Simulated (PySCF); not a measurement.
**A diatomic session: InH**

One table from this session's results is given with a row withheld; the runs are named, their logs left out.

Program: PySCF 2.14.0. Level of theory: In def2-TZVPPD with ECP28, H def2-TZVPPD, scalar-relativistic core potentials. These are calculated values, not measurements.

Set-up of the first run:

Settings of the job:

| Property | Result |
| --- | --- |
| atoms | In, H |
| charge | 0 |
| basis | In def2-TZVPPD with ECP28, H def2-TZVPPD |
| Hamiltonian | scalar-relativistic core potentials |
| basis functions | 73 |
| electrons treated | 22 |
| masses in u | 114.9039, 1.0078 |
| levels | PBE0, PBE, r²SCAN, B97-3, r²SCANh, BHandHLYP, M06-2X, BP86, HSE06, HF, MP2, SCS-MP2, CCSD, CCSD(T) |
| grid | 80 radial by 434 angular points |
| occupations | held fixed by the projection of orbital angular momentum |
| dissociation limit | In + H, each in its ground configuration |
| starting distance in angstrom | 1.710 |
| values of 2S to try | 0, 2 |

On the command line:

```
OMP_NUM_THREADS=1 python dia.py task.json out
```

Steps of the session up to this table: Set-up; The PBE0 curve of the state that the search chose; Other states along the same grid; PBE (GGA); r²SCAN; B97-3 (global hybrid GGA); r²SCANh; BHandHLYP (global hybrid GGA); M06-2X; BP86 (GGA); HSE06; RHF; Correlated methods on the Hartree–Fock reference.

One table of the session follows, with a row left open; its other results are not shown here.

Energy (eV) from each level's lowest point:

| R (Å) | RHF | RHF-MP2 | RHF-SCS-MP2 | RHF-CCSD | RHF-CCSD(T) |
| --- | --- | --- | --- | --- | --- |
| 1.593 | 0.379 | 0.309 | 0.328 | n/a | n/a |
| 1.667 | 0.169 | 0.126 | 0.139 | 0.146 | 0.147 |
| 1.741 | 0.052 | 0.029 | 0.036 | 0.041 | 0.042 |
| 1.796 | ? | ? | ? | ? | ? |
| 1.852 | 0.000 | 0.000 | 0.000 | 0.000 | 0.000 |
| 1.908 | 0.016 | 0.025 | 0.021 | 0.018 | 0.018 |
| 1.982 | 0.068 | 0.086 | 0.078 | 0.072 | 0.070 |
| 2.074 | 0.171 | 0.198 | 0.185 | 0.173 | 0.169 |
| 2.185 | 0.333 | 0.367 | 0.347 | 0.329 | 0.322 |
| 2.333 | 0.586 | 0.624 | 0.596 | n/a | n/a |

Q: Estimate the row for R (Å) = 1.796 from the others.

Worked estimate for «RHF». A straight line through the neighbours (1.741, 0.052) and (1.852, 0.000) gives 0.052 + (0.000 − 0.052) × (1.796 − 1.741) / (1.852 − 1.741) = 0.026; a parabola fitted to 4 rows on both sides gives 0.009.

**Answer.** RHF: 0.010; RHF-MP2: 0.000; RHF-SCS-MP2: 0.003; RHF-CCSD: 0.006; RHF-CCSD(T): 0.006. In «RHF» the line misses by +0.016 and the parabola by -0.001.

Caveats from the session: Lowest PBE0 solution found, without spin–orbit coupling: ¹Σ⁺ (singlet), closed shell. Warnings in the runs' records: inverted.
